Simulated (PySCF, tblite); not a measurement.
**C6H10FO radical: geometry, infrared bands and EPR parameters**

Wanted: the infrared bands and EPR parameters of C6H10FO radical (`FC[C]1CCOCC1`), by calculation.

Computed with tblite 0.8.0 and PySCF 2.14.0, with density-fitted response routines of our own, on a single molecule in the gas phase. Atoms count from 0, in the outputs and in this text.

## (1) The molecule as given

18 atoms, charge 0, multiplicity 2; geometry from: force field or distance geometry start.

Bonds of the start (Å): F0–C1 1.35, C1–C2 1.49, C2–C3 1.49, C3–C4 1.53, C4–O5 1.44, O5–C6 1.43, C6–C7 1.52, C7–C2 1.51, C1–H8 1.11, C1–H9 1.08, C3–H10 1.11, C3–H11 1.09, C4–H12 1.09, C4–H13 1.09, C6–H14 1.10, C6–H15 1.09, C7–H16 1.10, C7–H17 1.10.

## (2) Relaxing the molecule with GFN2-xTB

Job settings and geometry (Å):

```
{"job": {"kind": "relax", "xc": "GFN2-xTB", "basis": "xTB"}, "charge": 0, "multiplicity": 2}
F     -2.704600    -0.114400     1.286700
C     -1.925800    -0.972300     0.590500
C     -0.620300    -0.332300     0.252100
C      0.527500    -1.176000    -0.188400
C      1.839800    -0.401300    -0.115900
O      1.730500     0.839000    -0.836900
C      0.760500     1.698400    -0.228700
C     -0.631100     1.080100    -0.282100
H     -1.756800    -1.854800     1.237900
H     -2.463900    -1.287100    -0.295500
H      0.604000    -2.077400     0.448500
H      0.342500    -1.515500    -1.208300
H      2.635100    -0.982300    -0.581000
H      2.147100    -0.200800     0.909600
H      1.054700     1.915100     0.811400
H      0.763900     2.646800    -0.756300
H     -1.338000     1.707000     0.274700
H     -0.973700     1.034100    -1.329900
```

Run with:

```sh
$ OMP_NUM_THREADS=1 python probes_run.py task.json out
```

The driver reads the jobs from task.json and runs them one after another.

**Question.** This job is followed by: GFN2-xTB harmonic vibrations, gas phase; UKS B3LYP, pcH-1 on C F H O, non-relativistic, mean-field spin-orbit, GIAO. What will the session give for the following? strongest single infrared mode (GFN2-xTB); zero-point energy (GFN2-xTB); g(iso) (B3LYP); ⟨S²⟩; largest a(iso) (averaged by class); surface potential, 1st and 99th percentile.

The runs gave:

```
                                 quantity                 value
strongest single infrared mode (GFN2-xTB)   822 cm⁻¹, 98 km/mol
             zero-point energy (GFN2-xTB)         93.6 kcal/mol
                           g(iso) (B3LYP)               2.00245
                                     ⟨S²⟩    0.754 (exact 0.75)
       largest a(iso) (averaged by class)  19F on F0, 347.2 MHz
    surface potential, 1st and 99th percentile    -1.39 V and 0.87 V
```

What this shows: The optimisation took 110 steps and gained 0.235 eV; among the close pairs (by a distance rule), F0–C1 changed most, from 1.352 to 1.413 Å. All 48 modes are real, so the xTB geometry is a minimum. The strongest single mode, at 822 cm⁻¹, moves mainly C1 and F0. Unscaled tight-binding wavenumbers are off by several per cent, some by more. Its intensities can rank the bands wrongly. Most of the unpaired spin sits on C2 (0.92 e). The isotropic g lies 0.1 ppt above the free-electron value.
